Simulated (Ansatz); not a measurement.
# ClH₃Se₃Si: one species, many methods

The task here is to estimate one member of a computed series from the others.

Program: Ansatz 0.2.0, Gaussian basis. Level of theory: functionals in def2-TZVPP, the program's frozen cores in correlated methods. These are calculated values, not measurements.

Levels to be run: PBE-D4, r2SCAN-D4, PBE0-D4, B3LYP-D4, ωB97X-V, ωB97M-V, B2PLYP; CCSD(T)/def2-TZVPP; MP2/def2-QZVPP; extrapolation to the limit.

### The geometry

All runs share one geometry, relaxed beforehand with PBE0-D4 in a triple-zeta def2 set.

SMILES `Cl[Si]([SeH])([SeH])[SeH]`, 8 atoms, charge 0, spin multiplicity 1.

Atoms are counted from 1 here; the program's logs count them from 0.

Bond lengths: Cl1–Si2 2.052 Å, Si2–Se3 2.263 Å, Si2–Se4 2.268 Å, Si2–Se5 2.269 Å, Se3–H6 1.471 Å, Se4–H7 1.470 Å, Se5–H8 1.470 Å. Angles: Cl1–Si2–Se3 114.1°, Cl1–Si2–Se4 103.9°, Cl1–Si2–Se5 103.5°, Se3–Si2–Se4 106.2°, Se3–Si2–Se5 111.6°, Se4–Si2–Se5 117.6°, Si2–Se3–H6 93.0°, Si2–Se4–H7 92.0°, Si2–Se5–H8 91.9°.

Set-up of the first run:

Input file in.yaml:

```yaml
crystal:
  periodic: [false, false, false]
  atoms:
    - {symbol: Cl, position_ang: [-2.490116, -0.533605, -0.661485]}
    - {symbol: Si, position_ang: [-0.568023, 0.014974, -0.198396]}
    - {symbol: Se, position_ang: [-0.135516, 0.074880, 2.021895]}
    - {symbol: Se, position_ang: [-0.422334, 2.156867, -0.930632]}
    - {symbol: Se, position_ang: [0.698020, -1.544101, -1.255101]}
    - {symbol: H, position_ang: [0.022022, -1.384622, 2.108684]}
    - {symbol: H, position_ang: [0.970483, 2.271337, -0.474147]}
    - {symbol: H, position_ang: [1.925486, -1.055710, -0.610819]}
basis:
  gaussian: {orbitals: def2-TZVPP}
hamiltonian: {xc: pbe, dispersion: d4}
output: {forces: true, orbitals: {seedname: orbitals}}
```

Command:

```console
$ ansatz run in.yaml --threads 2 --pin off --events-out ev --progress --plain --max-ram 32768MiB --backend cpu
```

Steps of the session up to this table: PBE-D4 (GGA); r2SCAN-D4 (meta-GGA); PBE0-D4 (hybrid); B3LYP-D4 (hybrid); ωB97X-V (range-separated); ωB97M-V (range-separated); B2PLYP (double hybrid); CCSD(T) in def2-TZVPP; MP2 in def2-QZVPP.

One table of the session follows, with a row left open; its other results are not shown here.

It belongs to the step «Atomisation energies». 

```
            method  atomisation energy (kJ/mol)
            PBE-D4                       2286.7
         r2SCAN-D4                       2270.1
           PBE0-D4                       2247.3
          B3LYP-D4                       2218.1
           ωB97X-V                            ?
           ωB97M-V                       2230.0
            B2PLYP                       2178.3
     HF/def2-TZVPP                       1495.9
    MP2/def2-TZVPP                       2220.1
   CCSD/def2-TZVPP                       2113.1
CCSD(T)/def2-TZVPP                       2169.2
           MP2/CBS                       2322.4
       CCSD(T)/CBS                       2271.6
```

**Question.** Estimate the row for ωB97X-V.

**Answer.** atomisation energy (kJ/mol): 2261.1. In the column «atomisation energy (kJ/mol)» it lies between PBE0-D4 (2247.3) and r2SCAN-D4 (2270.1).

To keep in mind: Free atoms (1 Cl, 1 Si, 3 Se, 3 H) were run apart at each level; the atomisation energy is their sum less the molecule, without zero-point or spin-orbit terms.
